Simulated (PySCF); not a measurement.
# CuH: relaxation and vibrations of the singlet

Aim: relax CuH as a singlet from a linear start, check by its vibrations whether the end is a minimum, and collect its spectrum and constants.

Method: PBE0, basis Cu def2-SVP, H def2-SVP, no relativity, density fitting; program: PySCF 2.14.0.

### Step 1. The system as given

2 atoms, charge 0, spin multiplicity 1.

Bond lengths: Cu1–H2 1.512 Å.

```xyz
2
charge 0 multiplicity 1
Cu    0.0000    0.0000    0.0000
H     0.0000    0.0000    1.5120
```

### Step 2. Finding the electronic state

The steps below are one call of a driver around PySCF. For each, scf.py gives the equivalent set-up of the SCF; relaxations use the driver's own optimiser. After this first run the driver tries any further starts and a stability analysis.

scf.py reads:

```python
from pyscf import gto, scf, dft
mol = gto.M(atom='''
Cu     0.000000     0.000000     0.000000
H      0.000000     0.000000     1.512000''',
    basis={'Cu': 'def2-SVP', 'H': 'def2-SVP'},
    charge=0, spin=0)
mf = dft.RKS(mol, xc='PBE0')
mf.grids.atom_grid = (50, 194)
aux = {'Cu': 'def2-universal-JKFIT', 'H': 'def2-universal-JKFIT'}
mf = mf.density_fit(auxbasis=aux)
mf.conv_tol = 1e-08
mf.diis_space = 10
mf.max_cycle = 60
mf.init_guess = 'minao'
mf.verbose = 4
mf.kernel()
```

Started as:

```sh
OMP_NUM_THREADS=2 python axn.py task.json out
```

The runs that follow: Relaxing the singlet from the linear start; Frequencies.

Before running it: what results should come out? Wanted: minimum; geometry; wavenumbers; dipole moment; highest occupied, lowest empty level; polar-tensor charge of Cu1; zero-point energy; atomisation energy.

As calculated:

| quantity | value |
| --- | --- |
| minimum | singlet, C∞v |
| geometry | Cu–H 1.476 Å |
| wavenumbers (cm⁻¹) | 1836 (σ+) |
| dipole moment | 2.77 D |
| highest occupied, lowest empty level | -6.16, -1.36 eV |
| polar-tensor charge of Cu1 | +0.36 e |
| zero-point energy | 11.0 kJ/mol |
| entropy at 298.15 K | 196.3 J/(mol K) |
| atomisation energy (no zero-point energy) | 256 kJ/mol |

What this shows: The molecule stays C∞v, as typed, and the end point is a minimum. The strongest infrared band lies at 1836 cm⁻¹ (σ+, stretch). Other starts or spin states, not run here, may lie lower. The stability of the closed-shell solution was not tested.
